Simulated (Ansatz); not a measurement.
# C₃H₅FSi: a ladder of functionals and wavefunction methods

The task here is to estimate one member of a computed series from the others.

Computed with Ansatz 0.2.0, Gaussian basis. Level: functionals in def2-TZVPP, the program's frozen cores in correlated methods.

Levels to be run: PBE-D4, r2SCAN-D4, PBE0-D4, B3LYP-D4, ωB97X-V, ωB97M-V, B2PLYP; CCSD(T)/def2-TZVPP; MP2/def2-QZVPP; extrapolation to the limit.

## Structure used throughout

An earlier PBE0-D4 in a triple-zeta def2 set relaxation fixed the geometry.

SMILES `FC1C=C1[SiH3]`, 10 atoms, charge 0, spin multiplicity 1.

Atoms are counted from 1 here; the program's logs count them from 0.

Bond lengths: F1–C2 1.384 Å, C2–C3 1.445 Å, C2–C4 1.480 Å, C2–H6 1.087 Å, C3–C4 1.309 Å, C3–H7 1.078 Å, C4–Si5 1.844 Å, Si5–H8 1.483 Å, Si5–H9 1.484 Å, Si5–H10 1.485 Å. Angles: F1–C2–C3 118.6°, F1–C2–C4 117.9°, F1–C2–H6 108.6°, C3–C2–C4 53.2°, C3–C2–H6 125.2°, C4–C2–H6 124.0°, C2–C3–C4 64.8°, C2–C3–H7 147.5°, C4–C3–H7 147.6°, C2–C4–C3 62.1°, C2–C4–Si5 146.3°, C3–C4–Si5 151.6°, C4–Si5–H8 108.8°, C4–Si5–H9 110.0°, C4–Si5–H10 108.7°, H8–Si5–H9 110.1°, H8–Si5–H10 109.4°, H9–Si5–H10 109.8°.

Geometry (Å):

```xyz
10

F    -2.3212    0.5635   -0.4999
C    -1.3214    0.6402    0.4547
C    -0.8873   -0.5773    1.1004
C    -0.0639   -0.0975    0.2026
Si    1.4836   -0.1960   -0.7952
H    -1.3674    1.6175    0.9274
H    -1.1125   -1.3654    1.8010
H     1.1215   -0.2834   -2.2309
H     2.2717   -1.3881   -0.3951
H     2.2799    1.0353   -0.5619
```

The first run:

in.yaml

```yaml
crystal:
  periodic: [false, false, false]
  atoms:
    - {symbol: F, position_ang: [-2.321216, 0.563473, -0.499922]}
    - {symbol: C, position_ang: [-1.321374, 0.640178, 0.454654]}
    - {symbol: C, position_ang: [-0.887304, -0.577278, 1.100422]}
    - {symbol: C, position_ang: [-0.063861, -0.097511, 0.202551]}
    - {symbol: Si, position_ang: [1.483645, -0.195977, -0.795210]}
    - {symbol: H, position_ang: [-1.367372, 1.617517, 0.927421]}
    - {symbol: H, position_ang: [-1.112494, -1.365381, 1.800973]}
    - {symbol: H, position_ang: [1.121451, -0.283352, -2.230851]}
    - {symbol: H, position_ang: [2.271714, -1.388098, -0.395091]}
    - {symbol: H, position_ang: [2.279912, 1.035328, -0.561946]}
basis:
  gaussian: {orbitals: def2-TZVPP}
hamiltonian: {xc: pbe, dispersion: d4}
output: {forces: true, orbitals: {seedname: orbitals}}
```

On the command line:

```
ansatz run in.yaml --threads 4 --pin off --events-out ev --progress --plain --max-ram 10444MiB
```

Among the steps run: PBE-D4 (GGA); r2SCAN-D4 (meta-GGA); PBE0-D4 (hybrid); B3LYP-D4 (hybrid); ωB97X-V (range-separated); ωB97M-V (range-separated); B2PLYP (double hybrid); CCSD(T) in def2-TZVPP; MP2 in def2-QZVPP.

One of the session's tables, all rows but one given; the rest of the session is left out.

```
            method  atomisation energy (kJ/mol)
            PBE-D4                       3925.6
         r2SCAN-D4                       3838.3
           PBE0-D4                       3846.9
          B3LYP-D4                            ?
           ωB97X-V                       3837.9
           ωB97M-V                       3832.1
            B2PLYP                       3779.9
     HF/def2-TZVPP                       2769.3
    MP2/def2-TZVPP                       3796.1
   CCSD/def2-TZVPP                       3646.6
CCSD(T)/def2-TZVPP                       3711.2
           MP2/CBS                       3896.9
       CCSD(T)/CBS                       3812.0
```

Q: Estimate the row for B3LYP-D4 from the others.

**Answer.** atomisation energy (kJ/mol): 3816.1. In the column «atomisation energy (kJ/mol)» it lies between CCSD(T)/CBS (3812.0) and ωB97M-V (3832.1).
